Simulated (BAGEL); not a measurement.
**One shape, several levels: triplet CH3GaO**

We compute a comparison of 5 runs (UHF/3-21G, ROHF/6-31G*, UHF/6-31G*, ROHF/def2-SVPD, UHF/def2-SVPD) of triplet CH3GaO. 

The results are computed with BAGEL 1.2.2.

7 further runs of the same task are left out: 3 that didn't finish, 4 set aside as unsound or not needed.

## Step 1: The molecule

CH3GaO has 6 atoms, charge 0, and is taken as a triplet. SMILES of the parent species: `[H][Ga]([H])([H])<-[C-]#[O+]`. The shape comes from GFN1-xTB, which is rough for such elements, and wasn't checked as a minimum. That shape belongs to the parent species and isn't relaxed for this state.

Bond lengths: Ga1–C2 2.133 Å, C2–O3 1.121 Å, Ga1–H4 1.545 Å, Ga1–H5 1.543 Å, Ga1–H6 1.545 Å. Angles: Ga1–C2–O3 177.0°, C2–Ga1–H4 96.0°, C2–Ga1–H5 97.5°, C2–Ga1–H6 95.7°, H4–Ga1–H5 118.8°, H4–Ga1–H6 118.7°, H5–Ga1–H6 118.9°.

## Step 2: A single-point energy at UHF/3-21G (density fitting with qzvpp-jkfit) (run 1)

The input, input.json:

```json
{ "bagel" : [

{
  "title" : "molecule",
  "basis" : "3-21g",
  "df_basis" : "qzvpp-jkfit",
  "angstrom" : true,
  "geometry" : [
    { "atom" : "Ga", "xyz" : [   -0.013780,    0.006820,   -0.811750 ] },
    { "atom" : "C", "xyz" : [    0.011520,    0.019460,    1.321310 ] },
    { "atom" : "O", "xyz" : [    0.042620,   -0.030650,    2.440900 ] },
    { "atom" : "H", "xyz" : [    1.520390,    0.007120,   -0.990510 ] },
    { "atom" : "H", "xyz" : [   -0.785240,    1.327580,   -1.012910 ] },
    { "atom" : "H", "xyz" : [   -0.775520,   -1.330330,   -0.947040 ] }
  ]
},
{
  "title" : "uhf",
  "nopen" : 2
},
{
  "title" : "print",
  "file" : "orbitals.molden",
  "orbitals" : true
}

]}
```

Launch:

```sh
$ BAGEL_NUM_THREADS=1 BAGEL input.json > input.out
```

What it wrote:

```text
* using 1 threads per process

  ===============================================================
  ===============================================================

  *** Geometry ***

  { "atom" : "Ga", "xyz" : [     -0.026040,      0.012888,     -1.533985 ] },
  { "atom" : "C", "xyz" : [      0.021770,      0.036774,      2.496914 ] },
  { "atom" : "O", "xyz" : [      0.080540,     -0.057920,      4.612632 ] },
  { "atom" : "H", "xyz" : [      2.873121,      0.013455,     -1.871793 ] },
  { "atom" : "H", "xyz" : [     -1.483889,      2.508763,     -1.914122 ] },
  { "atom" : "H", "xyz" : [     -1.465520,     -2.513959,     -1.789646 ] },

  Number of auxiliary basis functions:      472

  Since a DF basis is specified, we compute 2- and 3-index integrals:
    o Being stored without compression. Storage requirement is 0.008 GB

  Number of basis functions:       46
  Number of electrons      :       48

    * METHOD: MOLECULE                             0.26

  *** Open-shell HF ***

  === Nuclear Repulsion ===
   148.4291407331

      * DIIS with orbital gradients will be used.

  === UHF iteration (3-21g) ===
      0      -2027.27854242          0.04452630           0.10
      1      -2027.36010919          0.03336808           0.10
      2      -2027.38255183          0.02568638           0.10
[... 61 lines of this table left out ...]
     64      -2027.41440961          0.00000001           0.10
    * SCF iteration converged.

    * S^2 (UHF) is 2.0235

    * Permanent dipole moment:
           (   -0.976684,    -0.035664,     2.275217) a.u.

    * METHOD: UHF                                  6.49

    * METHOD: PRINT                                0.01

  ===============================================================
```

Run time: 7.2 s. Hardware: 1 thread of Arm Neoverse N1, shared host; peak memory 0.083 GiB.

## Step 3: The energy at ROHF/6-31G(d) (density fitting with qzvpp-jkfit, spherical functions) (run 2)

The input, input.json:

```json
{ "bagel": [

{
  "title": "molecule",
  "basis": "6-31gs.json",
  "df_basis": "qzvpp-jkfit",
  "angstrom": true,
  "geometry": [
    { "atom": "Ga", "xyz": [   -0.013780,    0.006820,   -0.811750 ] },
    { "atom": "C", "xyz": [    0.011520,    0.019460,    1.321310 ] },
    { "atom": "O", "xyz": [    0.042620,   -0.030650,    2.440900 ] },
    { "atom": "H", "xyz": [    1.520390,    0.007120,   -0.990510 ] },
    { "atom": "H", "xyz": [   -0.785240,    1.327580,   -1.012910 ] },
    { "atom": "H", "xyz": [   -0.775520,   -1.330330,   -0.947040 ] }
  ]
},
{
  "title": "rohf",
  "nopen": 2
},
{
  "title": "print",
  "file": "orbitals.molden",
  "orbitals": true
}

]}
```

The basis set 6-31G* is read from a file made from the Basis Set Exchange's data (not shown).

Launch:

```sh
$ BAGEL_NUM_THREADS=1 BAGEL input.json > input.out
```

What it wrote:

```text
* using 1 threads per process

  ===============================================================
  ===============================================================

  *** Geometry ***

  { "atom" : "Ga", "xyz" : [     -0.026040,      0.012888,     -1.533985 ] },
  { "atom" : "C", "xyz" : [      0.021770,      0.036774,      2.496914 ] },
  { "atom" : "O", "xyz" : [      0.080540,     -0.057920,      4.612632 ] },
  { "atom" : "H", "xyz" : [      2.873121,      0.013455,     -1.871793 ] },
  { "atom" : "H", "xyz" : [     -1.483889,      2.508763,     -1.914122 ] },
  { "atom" : "H", "xyz" : [     -1.465520,     -2.513959,     -1.789646 ] },

  Number of auxiliary basis functions:      472

  Since a DF basis is specified, we compute 2- and 3-index integrals:
    o Being stored without compression. Storage requirement is 0.016 GB

  Number of basis functions:       66
  Number of electrons      :       48

    * METHOD: MOLECULE                             0.36

  *** Open-shell HF ***

  === Nuclear Repulsion ===
   148.4291407331

      * DIIS with orbital gradients will be used.

  === ROHF iteration (6-31gs.json) ===
      0      -2036.95438697          0.04457079           0.15
      1      -2037.06176594          0.03695739           0.15
      2      -2037.10565443          0.02871311           0.15
[... 48 lines of this table left out ...]
     51      -2037.17984987          0.00000001           0.15
    * SCF iteration converged.

    * S^2 (ROHF) is 2.0000

    * Permanent dipole moment:
           (   -1.005571,    -0.029221,     2.161908) a.u.

    * METHOD: ROHF                                 7.95

    * METHOD: PRINT                                0.02

  ===============================================================
```

It took 8.7 s on 1 thread of Arm Neoverse N1, shared host; peak memory 0.098 GiB.

## Step 4: A single-point energy at UHF/6-31G(d) (density fitting with qzvpp-jkfit, spherical functions) (run 3)

The input, job.json:

```json
{ "bagel" : [

{
  "title" : "molecule",
  "basis" : "6-31gs.json",
  "df_basis" : "qzvpp-jkfit",
  "angstrom" : "true",
  "geometry" : [
    { "atom" : "Ga", "xyz" : [      -0.013780,       0.006820,      -0.811750 ] },
    { "atom" : "C", "xyz" : [       0.011520,       0.019460,       1.321310 ] },
    { "atom" : "O", "xyz" : [       0.042620,      -0.030650,       2.440900 ] },
    { "atom" : "H", "xyz" : [       1.520390,       0.007120,      -0.990510 ] },
    { "atom" : "H", "xyz" : [      -0.785240,       1.327580,      -1.012910 ] },
    { "atom" : "H", "xyz" : [      -0.775520,      -1.330330,      -0.947040 ] }
  ]
},

{
  "title" : "uhf",
  "nopen" : 2
},

{
  "title" : "print",
  "file" : "orbitals.molden",
  "orbitals" : "true"
}

]}
```

The basis set 6-31G* is read from a file made from the Basis Set Exchange's data (not shown).

Launch:

```sh
$ BAGEL_NUM_THREADS=1 BAGEL job.json > job.out
```

What it wrote:

```text
* using 1 threads per process

  ===============================================================
  ===============================================================

  *** Geometry ***

  { "atom" : "Ga", "xyz" : [     -0.026040,      0.012888,     -1.533985 ] },
  { "atom" : "C", "xyz" : [      0.021770,      0.036774,      2.496914 ] },
  { "atom" : "O", "xyz" : [      0.080540,     -0.057920,      4.612632 ] },
  { "atom" : "H", "xyz" : [      2.873121,      0.013455,     -1.871793 ] },
  { "atom" : "H", "xyz" : [     -1.483889,      2.508763,     -1.914122 ] },
  { "atom" : "H", "xyz" : [     -1.465520,     -2.513959,     -1.789646 ] },

  Number of auxiliary basis functions:      472

  Since a DF basis is specified, we compute 2- and 3-index integrals:
    o Being stored without compression. Storage requirement is 0.016 GB

  Number of basis functions:       66
  Number of electrons      :       48

    * METHOD: MOLECULE                             0.35

  *** Open-shell HF ***

  === Nuclear Repulsion ===
   148.4291407331

      * DIIS with orbital gradients will be used.

  === UHF iteration (6-31gs.json) ===
      0      -2036.95438697          0.04457079           0.15
      1      -2037.07288178          0.03658558           0.15
      2      -2037.12030940          0.02806477           0.15
[... 85 lines of this table left out ...]
     88      -2037.18588275          0.00000001           0.15
    * SCF iteration converged.

    * S^2 (UHF) is 2.0235

    * Permanent dipole moment:
           (   -0.936325,    -0.036636,     2.179988) a.u.

    * METHOD: UHF                                 13.45

    * METHOD: PRINT                                0.02

  ===============================================================
```

Wall time 14 s (1 thread of Arm Neoverse N1, shared host); peak memory 0.099 GiB.

Run 4 isn't shown in full; the table further down has it.

## Step 5: The energy at UHF/def2-SVPD (density fitting with qzvpp-jkfit) (run 5)

The input, input.json:

```json
{ "bagel" : [

{
  "title" : "molecule",
  "basis" : "def2-svpd.json",
  "df_basis" : "qzvpp-jkfit",
  "angstrom" : true,
  "geometry" : [
    { "atom" : "Ga", "xyz" : [   -0.013780,    0.006820,   -0.811750 ] },
    { "atom" : "C", "xyz" : [    0.011520,    0.019460,    1.321310 ] },
    { "atom" : "O", "xyz" : [    0.042620,   -0.030650,    2.440900 ] },
    { "atom" : "H", "xyz" : [    1.520390,    0.007120,   -0.990510 ] },
    { "atom" : "H", "xyz" : [   -0.785240,    1.327580,   -1.012910 ] },
    { "atom" : "H", "xyz" : [   -0.775520,   -1.330330,   -0.947040 ] }
  ]
},
{
  "title" : "uhf",
  "nopen" : 2
},
{
  "title" : "print",
  "file" : "orbitals.molden",
  "orbitals" : true
}

]}
```

The basis set def2-SVPD is read from a file made from the Basis Set Exchange's data (not shown).

Launch:

```sh
$ BAGEL_NUM_THREADS=1 BAGEL input.json > input.out
```

What it wrote:

```text
* using 1 threads per process

  ===============================================================
  ===============================================================

  *** Geometry ***

  { "atom" : "Ga", "xyz" : [     -0.026040,      0.012888,     -1.533985 ] },
  { "atom" : "C", "xyz" : [      0.021770,      0.036774,      2.496914 ] },
  { "atom" : "O", "xyz" : [      0.080540,     -0.057920,      4.612632 ] },
  { "atom" : "H", "xyz" : [      2.873121,      0.013455,     -1.871793 ] },
  { "atom" : "H", "xyz" : [     -1.483889,      2.508763,     -1.914122 ] },
  { "atom" : "H", "xyz" : [     -1.465520,     -2.513959,     -1.789646 ] },

  Number of auxiliary basis functions:      472

  Since a DF basis is specified, we compute 2- and 3-index integrals:
    o Being stored without compression. Storage requirement is 0.042 GB

  Number of basis functions:      105
  Number of electrons      :       48

    * METHOD: MOLECULE                             0.41

  *** Open-shell HF ***

  === Nuclear Repulsion ===
   148.4291407331

      * DIIS with orbital gradients will be used.

  === UHF iteration (def2-svpd.json) ===
      0      -2036.89755063          0.03542776           0.27
      1      -2037.01109352          0.03064287           0.27
      2      -2037.06925023          0.02304166           0.28
[... 66 lines of this table left out ...]
     69      -2037.15677937          0.00000001           0.27
    * SCF iteration converged.

    * S^2 (UHF) is 2.0246

    * Permanent dipole moment:
           (   -0.937531,    -0.033273,     2.108330) a.u.

    * METHOD: UHF                                 19.31

    * METHOD: PRINT                                0.05

  ===============================================================
```

It took 20 s on 1 thread of Arm Neoverse N1, shared host; peak memory 0.14 GiB.

## Step 6: The series

```
run                                                                level   energy (Eh)  dipole moment (D)   ⟨S²⟩  wall time
  1                         UHF/3-21G (density fitting with qzvpp-jkfit)  -2027.414410               6.29  2.023      7.2 s
  2  ROHF/6-31G* (density fitting with qzvpp-jkfit, spherical functions)  -2037.179850               6.06  2.000      8.7 s
  3   UHF/6-31G* (density fitting with qzvpp-jkfit, spherical functions)  -2037.185883               6.03  2.023       14 s
  4                    ROHF/def2-SVPD (density fitting with qzvpp-jkfit)  -2037.150561               5.87  2.000       13 s
  5                     UHF/def2-SVPD (density fitting with qzvpp-jkfit)  -2037.156779               5.87  2.025       20 s
```

## Step 7: Outcome

```
            quantity           value
 run 5: total energy  -2037.15678 Eh
run 5: dipole moment          5.87 D
         run 5: ⟨S²⟩           2.025
```

**Reading.** The dipole moment (its size) runs from 5.87 D (UHF/def2-SVPD) to 6.29 D (UHF/3-21G). All runs together took 63 s, the longest 20 s.
